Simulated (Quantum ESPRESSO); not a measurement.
# AlSn under changes of volume

One of the cells (25.236 Å³/atom); the others are scaled copies at fixed shape and fractional positions:

```
Sn Al
1.0
     4.19811    0.00000    0.00000
    -2.09905    3.63567    0.00000
     0.00000    0.00000    3.30685
Sn Al
1 1
Direct
  0.33333 0.66667 0.50000
  0.00000 0.00000 0.00000
```

The cell comes from a database or a generator and needn't be the stable form of this composition.

* Program: Quantum ESPRESSO 7.5
* Functional: LDA
* Potentials or basis: GBRV 1.5 LDA
* Cutoff: 925 eV
* Density cutoff: 7401 eV
* k mesh: 7 × 7 × 8
* Occupations: fermi-dirac, width 0.05 eV
* Spin: no spin polarisation

```csv
volume (Å³/atom),energy over the lowest point (meV/atom),pressure (GPa)
23.722,0.00,0.0
24.227,1.34,-1.2
24.731,6.29,-2.3
25.236,14.45,-3.2
25.741,25.38,-4.0
26.245,?,?
26.750,54.12,-5.4
```

Q: What does the run at 26.245 Å³/atom give?

A: Energy over the lowest point 38.68 meV/atom; pressure -4.7 GPa.

Worked out: A Birch-Murnaghan fit of order 3 (a polynomial in V^(-2/3)) to the other rows has its minimum at 23.80 Å³/atom with B0 = V·E''(V) = 61 GPa and B' = 5.4 at fixed shape and positions, which overstates the stiffness. It gives 38.69 meV/atom at 26.245 Å³/atom, against the run's 38.68, and -dE/dV = -4.6 GPa, against -4.7.

Energies are extrapolated to zero smearing.
